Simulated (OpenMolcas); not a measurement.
# Ni²⁺ among point charges: CASSCF and CASPT2 levels and susceptibility

Aim: the splitting of the states of Ni²⁺ in the field of 6 point charges, its lowest levels with spin-orbit coupling and its magnetic susceptibility.

Program: OpenMolcas 26.06. Level of theory: state-averaged CASSCF and CASPT2, spin-orbit coupling by RASSI with atomic mean-field integrals. These are calculated values, not measurements, unless marked.

## 1. The system

| Item | Value |
| --- | --- |
| Species | Ni²⁺ (nickel, Z = 28, 26 electrons) |
| Basis | ANO-RCC-VTZP [6s5p3d2f1g], 59 functions |
| Scalar Hamiltonian | DKH2, point nucleus |
| Inactive shells | 1s 2s 2p 3s 3p |
| Active space | 8 electrons in 5 orbitals (3d) |
| Some configurations of this space | 3d⁸ |
| Orbitals | optimised for each spin and parity, averaged over all roots |

Outer shells as boxes (Hund's rule):

3d8
```
3d [↑↓][↑↓][↑↓][↑ ][↑ ]
```

The ion sits among 6 point charges of -0.8 e arranged as a tetragonal octahedron (D4h), 1.73 Å from the ion, with the axial distance 1.765 Å.

The work runs as a chain of OpenMolcas steps in one folder; each step below is one input file. Labels, J, g values, rates, χT and fits are worked out afterwards by a script from the matrices that RASSI stores. The input lists half of the charges; inversion (Group=XYZ) makes the rest.

## 2. One- and two-electron integrals

The input, a.inp:

```
&GATEWAY
Coord
1

Ni 0.0 0.0 0.0
Basis=ANO-RCC-VTZP
Group=XYZ
NoMove
AngMom=0.0 0.0 0.0
AMFI
XField
3 Angstrom 0
1.730000 0.000000 0.000000 -0.800000
0.000000 1.730000 0.000000 -0.800000
0.000000 0.000000 1.764600 -0.800000
&SEWARD
```

Started as:

```sh
$ OMP_NUM_THREADS=1 MOLCAS_MEM=1689 MOLCAS_PROJECT=a pymolcas a.inp > a.log
```

## 3. CASSCF: triplets of even parity, 10 roots

The input, a.inp:

```
&RASSCF
FileOrb=start.orb
Symmetry=1
Spin=3
nActEl=8 0 0
Inactive=3 6
Ras2=5 0
CIRoot=10 10 1
SDav=10
CIMx=300
Iter=120 100
PrWF=0.3
OrbListing=Nothing
MaxOrb=0
>>> COPY $Project.JobIph JOB001
```

start.orb holds the contracted functions of the basis, ordered by shell, or the orbitals of the step before.

## 4. CASSCF: singlets of even parity, 15 roots

The input, a.inp:

```
&RASSCF
FileOrb=start.orb
Symmetry=1
Spin=1
nActEl=8 0 0
Inactive=3 6
Ras2=5 0
CIRoot=15 15 1
SDav=15
CIMx=300
Iter=120 100
PrWF=0.3
OrbListing=Nothing
MaxOrb=0
>>> COPY $Project.JobIph JOB002
```

## 5. RASSI: spin-orbit coupling between the states

The input, a.inp:

```
&RASSI
NrOfJobIphs=2 10 15
1 2 3 4 5 6 7 8 9 10
1 2 3 4 5 6 7 8 9 10 11 12 13 14 15
IphNames
JOB001
JOB002
EJob
SpinOrbit
DIPRint=1.0
SOCoupling=1000.0
Subsets=2
Property=9
'ANGMOM' 1 'ANGMOM' 2 'ANGMOM' 3 'MLTPL  1' 1 'MLTPL  1' 2 'MLTPL  1' 3
'AMFI' 1 'AMFI' 2 'AMFI' 3
SOProperty=3
'ANGMOM' 1 'ANGMOM' 2 'ANGMOM' 3
```

## 6. CASPT2: IPEA 0.25, imaginary shift 0.1 (closed shells correlated: 3s 3p)

The input, a.inp:

```
>>> COPY JOB001 $Project.JobIph
&CASPT2
Multistate=10 1 2 3 4 5 6 7 8 9 10
NoMult
Frozen=2 3
IPEA=0.25
Imaginary=0.1
MaxIter=60
WThr=0.0 0.3 0.05
PrWF=0.5
NoMix
>>> COPY JOB002 $Project.JobIph
&CASPT2
Multistate=15 1 2 3 4 5 6 7 8 9 10 11 12 13 14 15
NoMult
Frozen=2 3
IPEA=0.25
Imaginary=0.1
MaxIter=60
WThr=0.0 0.3 0.05
PrWF=0.5
NoMix
```

(Steps that only read results are left out.)

Before running it: what results should come out? Wanted: spin-free ground state; first state of the same spin within the active space; lowest level; next level.

**Answer**, as computed:

| quantity | value |
| --- | --- |
| method | SS-CASPT2, IPEA 0.25, imaginary shift 0.1 (closed shells correlated: 3s 3p) |
| spin-free ground state | 3B1, 1-fold in its orbital part |
| first state of the same spin within the active space | 3E at 3170 cm⁻¹ |
| lowest level | 1-fold B2 |
| next level | 2.7 cm⁻¹ |
| χT at 300 K | 1.95 cm³ K/mol |
| effective moment at 300 K | 3.95 μB |

Cost by method:

```csv
method,time of its own steps,time with the reference
A. CASSCF,4.9 s,4.9 s
"B. SS-CASPT2, IPEA 0.25, imaginary shift 0.1, +3s 3p",2.8 s,7.6 s
```

Times are of one thread on a shared host.

What this shows: The spin-free ground state (3B1) comes to 100 % from free-ion F terms and keeps the highest spin of the shell. χT at 300 K is 1.95, against 1.00 cm³ K/mol for the spin alone, so orbital moment adds to it. The field of point charges can differ much from that of real complexes. This is an electrostatic model: the charges have no orbitals.
